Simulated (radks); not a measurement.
**Zr inside a hard spherical wall**

An exercise on one series of results from a longer session: the logs are not shown, and one member is left open.

Method: scalar-relativistic Kohn-Sham, PBE, spin-polarised, spherical densities, finite nucleus; open shells are filled with parallel spins first. Code: radks (a radial shooting solver on a logarithmic mesh, Libxc functionals) version 1.

### The atom as given

| Item | Value |
| --- | --- |
| element | zirconium (Z = 40) |
| charge | 0 |
| electrons | 40 |
| configuration | [Kr] 4d2 5s2 |
| nuclear rms radius | 4.2694 fm |

The outer shells:

Zr
```
[Kr] core
4d [↑ ][↑ ][  ][  ][  ]
5s [↑↓]
```

Set-up of the first run:

The run's settings:

```text
Z 40
configuration [Kr] 4d2 5s2 5p0 6s0 4f0
relativity scalar-relativistic
functional pbe,pbe
spin polarised
nucleus finite rms 4.2694 fm
c 137.035999084
```

Steps of the session up to this table: The free atom; Wall at 12 bohr; Wall at 10 bohr; Wall at 8 bohr; Wall at 6 bohr; Wall at 4 bohr; Wall at 3.5 bohr; Wall at 3 bohr; Wall at 2.5 bohr; Wall at 2 bohr; Wall at 1.5 bohr.

One of the session's tables, all rows but one given; the rest of the session is left out.

```
R (bohr)  E − E(free) (eV)  ε(4d) (eV)  ε(5p, empty) (eV)  ε(6s, empty) (eV)  ε(4f, empty) (eV)
    free             0.000      -4.058             -1.601                  -                  -
      12             0.005      -4.043             -1.556              0.891              3.061
      10             0.038      -3.971             -1.408              2.068              4.223
       8             0.308      -3.624             -0.800              5.197              6.427
       6             2.426      -2.165              1.829             14.967             11.408
       4            22.019       4.257             16.410             56.163             26.101
     3.5                 ?           ?                  ?                  ?                  ?
       3            84.502      16.803             49.250             133.33             47.003
     2.5            190.98      33.189             92.721             226.08             69.282
       2            494.56      70.709             190.77             422.84             112.93
     1.5            1540.4      174.06             450.30             917.09             212.26
```

Estimate the missing values for R (bohr) = 3.5.

Worked estimate for «E − E(free) (eV)». A straight line through the neighbours (4, 22.019) and (3, 84.502) gives 22.019 + (84.502 − 22.019) × (3.5 − 4) / (3 − 4) = 53.260; a parabola fitted to 4 rows on both sides gives 51.139.

The run gave: E − E(free) (eV): 41.547; ε(4d) (eV): 8.707; ε(5p, empty) (eV): 27.851; ε(6s, empty) (eV): 84.344; ε(4f, empty) (eV): 34.217. In «E − E(free) (eV)» the line misses by +11.713 and the parabola by +9.592.

From R = 4 bohr inwards the highest occupied level lies above zero, pushed up by confinement. Shells are not refilled when levels cross, and a hard wall is a model, not a crystal.
